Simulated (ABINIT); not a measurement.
# In3As (Pm-3m) in ABINIT: a series of runs

The runs below take In3As through band structure, equation of state, with PBEsol, LDA.

Program: ABINIT 10.8.3 (patched build). These are calculated values, not measurements. Logs are shortened: lines on timing, memory, paths and dates and some standing lists are left out, and cuts for length are marked. The log counts tension as positive stress, the text compression.

### 1 Starting point

It takes space group Pm-3m (No. 221, cubic). The conventional cell has a = 4.672 Å, b = 4.672 Å, c = 4.672 Å, α = 90.00°, β = 90.00°, γ = 90.00°. Around In (site symmetry 4/mmm) lie 8 In at 3.30 Å and 4 As at 3.30 Å. Around As (site symmetry m-3m) lie 12 In at 3.30 Å.

The cell comes from a database or a generator and needn't be the stable form of this composition.

### 2 Band structure, PBEsol

Contents of run.abi:

```
# Datasets: ground state, then fixed potential
ndtset 2

# Pseudopotentials
pp_dirpath "./"
pseudos "In.upf, As.upf"

# Structure
acell 8.8281976316 8.8281976316 8.8281976316
rprim
     1.0000000000     0.0000000000     0.0000000000
     0.0000000000     1.0000000000     0.0000000000
     0.0000000000     0.0000000000     1.0000000000
ntypat 2
znucl 49 33
natom 4
typat 1 1 1 2
xred
     0.5000000000     0.5000000000     0.0000000000
     0.5000000000     0.0000000000     0.5000000000
     0.0000000000     0.5000000000     0.5000000000
     0.0000000000     0.0000000000     0.0000000000

# Plane-wave basis
ecut 42.0

# Exchange and correlation
ixc -116133

# Bands and occupations
occopt 3
tsmear 0.00183747

# SCF cycle
nstep 100

# Output
iomode 3
prtwf 0
prteig 0
prtebands 0
prtden1 1

# Dataset 1
kptopt1 1
ngkpt1 6 6 6
nshiftk1 1
shiftk1 0.0 0.0 0.0
nband1 33
tolvrs1 1.0e-10

# Dataset 2: bands along G-X-M-G-R-X
iscf2 -2
getden2 1
nband2 39
nbdbuf2 4
tolwfr2 1.0e-11
kptopt2 -5
ndivsm2 6
prteig2 1
prtvol2 -3
kptbounds2
     0.0000000000     0.0000000000     0.0000000000
     0.0000000000     0.5000000000     0.0000000000
     0.5000000000     0.5000000000     0.0000000000
     0.0000000000     0.0000000000     0.0000000000
     0.5000000000     0.5000000000     0.5000000000
     0.0000000000     0.5000000000     0.0000000000
```

Potentials or basis: PseudoDojo NC SR PBEsol v0.4.1 standard.

Started as:

```console
abinit run.abi > log 2>&1
```

run.abo:

```text
.Version 10.8.3 of ABINIT
 DATASET    1 : space group Pm -3 m (#221); Bravais cP (primitive cubic)
================================================================================
 Values of the parameters that define the memory need for DATASET  1.
     intxc =       0    ionmov =       0      iscf =       7    lmnmax =       6
     lnmax =       6     mgfft =      54  mpssoang =       3    mqgrid =    3001
     natom =       4  nloc_mem =       1    nspden =       1   nspinor =       1
    nsppol =       1      nsym =      48    n1xccc =    2501    ntypat =       2
    occopt =       3   xclevel =       2
       mpw =        8974          nfft =      157464          nkpt =          20
================================================================================
================================================================================

 DATASET    2 : space group Pm -3 m (#221); Bravais cP (primitive cubic)
================================================================================
 Values of the parameters that define the memory need for DATASET  2.
     intxc =       0    ionmov =       0      iscf =      -2    lmnmax =       6
     lnmax =       6     mgfft =      54  mpssoang =       3    mqgrid =    3001
     natom =       4  nloc_mem =       1    nspden =       1   nspinor =       1
    nsppol =       1      nsym =      48    n1xccc =    2501    ntypat =       2
    occopt =       3   xclevel =       2
       mpw =        8980          nfft =      157464          nkpt =          39
================================================================================
================================================================================

--------------------------------------------------------------------------------
------------- Echo of variables that govern the present computation ------------
--------------------------------------------------------------------------------
 -outvars: echo values of preprocessed input variables --------
            acell      8.8281976316E+00  8.8281976316E+00  8.8281976316E+00 Bohr
              amu      1.14820000E+02  7.49215900E+01
             ecut      4.20000000E+01 Hartree
           getden1          0
           getden2          1
             iscf1          7
             iscf2         -2
              ixc     -116133
           jdtset        1    2
           kptopt1          1
           kptopt2         -5
         kptrlatt        6    0    0      0    6    0      0    0    6
          kptrlen1     5.29691858E+01
          kptrlen2     3.00000000E+01
            natom           4
            nband1         33
            nband2         39
           nbdbuf1          0
           nbdbuf2          4
           ndtset           2
           ndivsm1          0
           ndivsm2          6
            ngfft          54      54      54
             nkpt1         20
             nkpt2         39
            nstep         100
             nsym          48
           ntypat           2
           occopt           3
        prtebands           0
           prteig1          0
           prteig2          1
           prtvol1          0
           prtvol2         -3
            prtwf           0
           shiftk1     0.00000000E+00  0.00000000E+00  0.00000000E+00
           shiftk2     5.00000000E-01  5.00000000E-01  5.00000000E-01
          spgroup         221
           tolvrs1     1.00000000E-10
           tolvrs2     0.00000000E+00
           tolwfr1     0.00000000E+00
           tolwfr2     1.00000000E-11
           tsmear      1.83747000E-03 Hartree
            typat      1  1  1  2
           xangst      2.3358404984E+00  2.3358404984E+00  0.0000000000E+00
                       2.3358404984E+00  0.0000000000E+00  2.3358404984E+00
                       0.0000000000E+00  2.3358404984E+00  2.3358404984E+00
                       0.0000000000E+00  0.0000000000E+00  0.0000000000E+00
            xcart      4.4140988158E+00  4.4140988158E+00  0.0000000000E+00
                       4.4140988158E+00  0.0000000000E+00  4.4140988158E+00
                       0.0000000000E+00  4.4140988158E+00  4.4140988158E+00
[... 215 lines left out ...]
 Angles (23,13,12)=  9.00000000E+01  9.00000000E+01  9.00000000E+01 degrees

 getcut: wavevector=  0.0000  0.0000  0.0000  ngfft=  54  54  54
         ecut(hartree)=     42.000   => boxcut(ratio)=   2.09668
--------------------------------------------------------------------------------

================================================================================
 Non-SCF case, kpt    1 (  0.00000  0.00000  0.00000), residuals and eigenvalues=
  3.32E-12  5.24E-12  4.66E-12  4.86E-12  3.81E-12  2.81E-12  6.56E-12  6.02E-12
  6.09E-12  4.61E-12  9.85E-12  5.51E-12  4.30E-12  6.83E-12  4.47E-12  4.32E-12
  5.63E-12  3.80E-12  5.78E-12  3.17E-12  8.57E-12  5.40E-12  7.91E-12  9.77E-12
  5.08E-12  5.62E-12  6.90E-12  7.35E-12  5.12E-12  9.50E-12  4.45E-12  8.27E-12
  5.65E-12  8.87E-12  7.42E-12  1.50E-10  1.81E-10  2.77E-12  8.35E-12
 -1.0882E+00 -1.0882E+00 -1.0881E+00 -1.0881E+00 -1.0881E+00 -3.2265E-01
 -3.2199E-01 -3.2199E-01 -3.2199E-01 -3.1532E-01 -3.1532E-01 -3.0932E-01
 -3.0932E-01 -3.0932E-01 -3.0750E-01 -3.0750E-01 -3.0326E-01 -3.0243E-01
 -3.0243E-01 -3.0243E-01 -1.9684E-01 -1.5427E-02  1.0974E-01  1.0974E-01
  1.0974E-01  1.4455E-01  1.4455E-01  2.9158E-01  2.9158E-01  2.9158E-01
  3.8227E-01  3.8227E-01  3.8227E-01  4.3411E-01  4.8246E-01  4.8246E-01
  4.8246E-01  4.8601E-01  4.8601E-01
 Non-SCF case, kpt    2 (  0.00000  0.08333  0.00000), residuals and eigenvalues=
[... 479 lines left out ...]
  5.2250E-01  5.4437E-01  5.6551E-01
 Non-SCF case, kpt   39 (  0.00000  0.50000  0.00000), residuals and eigenvalues=
  4.61E-12  6.35E-12  3.97E-12  4.49E-12  3.66E-12  4.11E-12  8.95E-12  6.04E-12
  4.10E-12  5.25E-12  8.20E-12  1.36E-12  2.27E-12  5.19E-12  6.33E-12  3.99E-12
  4.70E-12  5.70E-12  4.89E-12  4.90E-12  4.82E-12  4.70E-12  9.49E-12  6.36E-12
  2.71E-12  6.22E-12  8.11E-12  6.14E-12  3.49E-12  9.20E-12  6.52E-12  8.86E-12
  7.27E-12  5.17E-12  3.37E-12  6.42E-12  2.57E-06  1.15E-06  6.12E-04
 -1.0882E+00 -1.0881E+00 -1.0881E+00 -1.0881E+00 -1.0881E+00 -3.2119E-01
 -3.1744E-01 -3.1434E-01 -3.1404E-01 -3.1404E-01 -3.1240E-01 -3.1240E-01
 -3.1208E-01 -3.1118E-01 -3.1012E-01 -3.0888E-01 -3.0888E-01 -3.0763E-01
 -3.0665E-01 -3.0242E-01 -1.7360E-01 -6.9199E-02  5.4561E-02  1.5691E-01
  1.5691E-01  1.6973E-01  2.1304E-01  2.1304E-01  2.1551E-01  2.6830E-01
  3.8659E-01  3.8671E-01  3.8671E-01  4.0747E-01  4.4797E-01  4.4797E-01
  5.1214E-01  5.3242E-01  5.6427E-01

--- !ResultsGS
iteration_state: {dtset: 2, }
comment   : Summary of ground state results
lattice_vectors:
- [  8.8281976,   0.0000000,   0.0000000, ]
- [  0.0000000,   8.8281976,   0.0000000, ]
- [  0.0000000,   0.0000000,   8.8281976, ]
lattice_lengths: [   8.82820,    8.82820,    8.82820, ]
lattice_angles: [ 90.000,  90.000,  90.000, ] # degrees, (23, 13, 12)
lattice_volume:   6.8804389E+02
convergence: {deltae:  0.000E+00, res2:  0.000E+00, residm:  9.991E-12, diffor:  0.000E+00, }
etotal    :  -3.04813373E+02
entropy   :   0.00000000E+00
fermie    :   2.13576835E-01
cartesian_stress_tensor: null
pressure_GPa: null
xred      :
- [  5.0000E-01,   5.0000E-01,   0.0000E+00, In]
- [  5.0000E-01,   0.0000E+00,   5.0000E-01, In]
- [  0.0000E+00,   5.0000E-01,   5.0000E-01, In]
- [  0.0000E+00,   0.0000E+00,   0.0000E+00, As]
cartesian_forces: null
force_length_stats: {min: null, max: null, mean: null, }
...

 Integrated electronic density in atomic spheres:
 ------------------------------------------------
 Atom  Sphere_radius  Integrated_density
    1        2.00000          9.90795617
    2        2.00000          9.90795617
    3        2.00000          9.90795617
    4        2.00000         12.22116209
================================================================================

 ----iterations are completed or convergence reached----

 Mean square residual over all n,k,spin=   62.288E-13; max=  99.907E-13
 reduced coordinates (array xred) for    4 atoms
       0.500000000000      0.500000000000      0.000000000000
       0.500000000000      0.000000000000      0.500000000000
       0.000000000000      0.500000000000      0.500000000000
       0.000000000000      0.000000000000      0.000000000000

 cartesian coordinates (angstrom) at end:
    1      2.33584049841062     2.33584049841062     0.00000000000000
    2      2.33584049841062     0.00000000000000     2.33584049841062
    3      0.00000000000000     2.33584049841062     2.33584049841062
    4      0.00000000000000     0.00000000000000     0.00000000000000
 length scales=  8.828197631600  8.828197631600  8.828197631600 bohr
              =  4.671680996821  4.671680996821  4.671680996821 angstroms
 Eigenvalues (hartree) for nkpt=  39  k points:
 kpt#   1, nband= 39, wtk=  1.00000, kpt=  0.0000  0.0000  0.0000 (reduced coord)
  -1.08815   -1.08815   -1.08813   -1.08813   -1.08813   -0.32265   -0.32199   -0.32199
  -0.32199   -0.31532   -0.31532   -0.30932   -0.30932   -0.30932   -0.30750   -0.30750
  -0.30326   -0.30243   -0.30243   -0.30243   -0.19684   -0.01543    0.10974    0.10974
   0.10974    0.14455    0.14455    0.29158    0.29158    0.29158    0.38227    0.38227
   0.38227    0.43411    0.48246    0.48246    0.48246    0.48601    0.48601
 kpt#   2, nband= 39, wtk=  1.00000, kpt=  0.0000  0.0833  0.0000 (reduced coord)
  -1.08815   -1.08815   -1.08813   -1.08813   -1.08813   -0.32239   -0.32194   -0.32170
  -0.32170   -0.31528   -0.31512   -0.30937   -0.30935   -0.30935   -0.30769   -0.30750
  -0.30342   -0.30279   -0.30279   -0.30243   -0.19567   -0.01817    0.09376    0.11169
   0.11169    0.14575    0.16616    0.28608    0.28873    0.28873    0.36854    0.37561
   0.37561    0.44233    0.48364    0.48977    0.49677    0.49677    0.50376
 kpt#   3, nband= 39, wtk=  1.00000, kpt=  0.0000  0.1667  0.0000 (reduced coord)
  -1.08815   -1.08815   -1.08813   -1.08813   -1.08813   -0.32180   -0.32166   -0.32086
  -0.32086   -0.31517   -0.31455   -0.30951   -0.30944   -0.30944   -0.30823   -0.30748
  -0.30389   -0.30383   -0.30383   -0.30243   -0.19228   -0.02649    0.07484    0.11743
   0.11743    0.14925    0.20036    0.27553    0.27876    0.27876    0.34152    0.36647
[... 203 lines left out ...]
   0.13529    0.15886    0.18887    0.27237    0.27286    0.29655    0.30727    0.34662
   0.39911    0.43102    0.43839    0.45688    0.53139    0.57103    0.58714
 kpt#  38, nband= 39, wtk=  1.00000, kpt=  0.0625  0.5000  0.0625 (reduced coord)
  -1.08815   -1.08815   -1.08814   -1.08814   -1.08813   -0.32091   -0.31730   -0.31436
  -0.31433   -0.31413   -0.31263   -0.31213   -0.31189   -0.31105   -0.31043   -0.30879
  -0.30865   -0.30776   -0.30662   -0.30277   -0.17250   -0.06707    0.04986    0.15038
   0.15308    0.16607    0.18532    0.23442    0.24451    0.27662    0.35405    0.37691
   0.38972    0.42435    0.43669    0.45021    0.52250    0.54437    0.56551
 kpt#  39, nband= 39, wtk=  1.00000, kpt=  0.0000  0.5000  0.0000 (reduced coord)
  -1.08815   -1.08815   -1.08814   -1.08814   -1.08813   -0.32119   -0.31744   -0.31434
  -0.31404   -0.31404   -0.31240   -0.31240   -0.31208   -0.31118   -0.31012   -0.30888
  -0.30888   -0.30763   -0.30665   -0.30242   -0.17360   -0.06920    0.05456    0.15691
   0.15691    0.16973    0.21304    0.21304    0.21551    0.26830    0.38659    0.38671
   0.38671    0.40747    0.44797    0.44797    0.51214    0.53242    0.56427

== END DATASET(S) ==============================================================
================================================================================

 -outvars: echo values of variables after computation  --------
            acell      8.8281976316E+00  8.8281976316E+00  8.8281976316E+00 Bohr
           etotal1    -3.0481337338E+02
            fcart1    -0.0000000000E+00 -0.0000000000E+00 -0.0000000000E+00
                      -0.0000000000E+00 -0.0000000000E+00 -0.0000000000E+00
                      -0.0000000000E+00 -0.0000000000E+00 -0.0000000000E+00
                      -0.0000000000E+00 -0.0000000000E+00 -0.0000000000E+00
           strten1     8.0163048497E-05  8.0163048497E-05  8.0163048497E-05
                       0.0000000000E+00  0.0000000000E+00  0.0000000000E+00
           xangst      2.3358404984E+00  2.3358404984E+00  0.0000000000E+00
                       2.3358404984E+00  0.0000000000E+00  2.3358404984E+00
                       0.0000000000E+00  2.3358404984E+00  2.3358404984E+00
                       0.0000000000E+00  0.0000000000E+00  0.0000000000E+00
             xred      5.0000000000E-01  5.0000000000E-01  0.0000000000E+00
                       5.0000000000E-01  0.0000000000E+00  5.0000000000E-01
                       0.0000000000E+00  5.0000000000E-01  5.0000000000E-01
                       0.0000000000E+00  0.0000000000E+00  0.0000000000E+00
 Calculation completed.
```

Wall time 10 min (1 thread of Arm Neoverse V2, shared host); peak memory 0.28 GiB.

What came out:

```
Free energy                                           : -8294.3944 eV
Pressure                                              : -2.4 GPa
Band gap on the k mesh                                : none (metal or under the smearing width)
Valence electrons inside the program's atomic spheres : In 9.91; As 12.22
```

Levels at the corners of the path, in eV from the Fermi level:
| point | band 25 | band 26 | band 27 | band 28 | band 29 | band 30 |
| --- | --- | --- | --- | --- | --- | --- |
| Γ | -2.83 | -1.88 | -1.88 | 2.12 | 2.12 | 2.12 |
| X | -1.54 | -1.19 | -0.01 | -0.01 | 0.05 | 1.49 |
| M | -0.72 | -0.37 | 0.47 | 0.47 | 1.78 | 1.97 |
| Γ | -2.83 | -1.88 | -1.88 | 2.12 | 2.12 | 2.12 |
| R | -3.92 | -3.92 | -3.92 | -3.34 | 4.74 | 4.74 |
| X | -1.54 | -1.19 | -0.01 | -0.01 | 0.05 | 1.49 |

Caveat: spin-orbit coupling is left out, which moves the levels of the heavy elements.

### 3 Equation of state, LDA

Contents of run.abi:

```
# Datasets: one volume each
ndtset 7
getwfk -1
scalecart1 3*0.9795861087
scalecart2 3*0.9864848297
scalecart3 3*0.9932883884
scalecart4 3*1.0000000000
scalecart5 3*1.0066227096
scalecart6 3*1.0131594038
scalecart7 3*1.0196128224

# Pseudopotentials
pp_dirpath "./"
pseudos "In.LDA_PW-JTH.xml, As.LDA_PW-JTH.xml"

# Structure
acell 8.8281976316 8.8281976316 8.8281976316
rprim
     1.0000000000     0.0000000000     0.0000000000
     0.0000000000     1.0000000000     0.0000000000
     0.0000000000     0.0000000000     1.0000000000
ntypat 2
znucl 49 33
natom 4
typat 1 1 1 2
xred
     0.5000000000     0.5000000000     0.0000000000
     0.5000000000     0.0000000000     0.5000000000
     0.0000000000     0.5000000000     0.5000000000
     0.0000000000     0.0000000000     0.0000000000

# Plane-wave basis
ecut 22.0
pawecutdg 44.0

# k points
kptopt 1
ngkpt 6 6 6
nshiftk 1
shiftk 0.0 0.0 0.0

# Exchange and correlation
ixc 7

# Bands and occupations
nband 33
occopt 3
tsmear 0.00183747

# SCF cycle
nstep 100
tolvrs 1.0e-9

# Output
iomode 3
prtwf 1
prtden 0
prteig 0
prtebands 0
```

Potentials or basis: JTH PAW LDA v2.0.

Started as:

```console
abinit run.abi > log 2>&1
```

It took 7.4 min on 1 thread of Arm Neoverse V2, shared host; peak memory 0.19 GiB.

Results (log left out):

```yaml
Equilibrium_volume: "23.41 Å³/atom (rough: see the caveat)"
Bulk_modulus: 55 GPa (rough)
```

Energy against volume, from the lowest point:
```
volume (Å³/atom)  energy (meV/atom)
          23.960               0.00
          24.470               5.45
          24.980              13.79
          25.489              24.69
          25.999              37.87
          26.509              53.00
          27.019              69.85
```

Caveat: pressures at fixed basis lie under the slope of the energies; the minimum lies outside the volumes run.
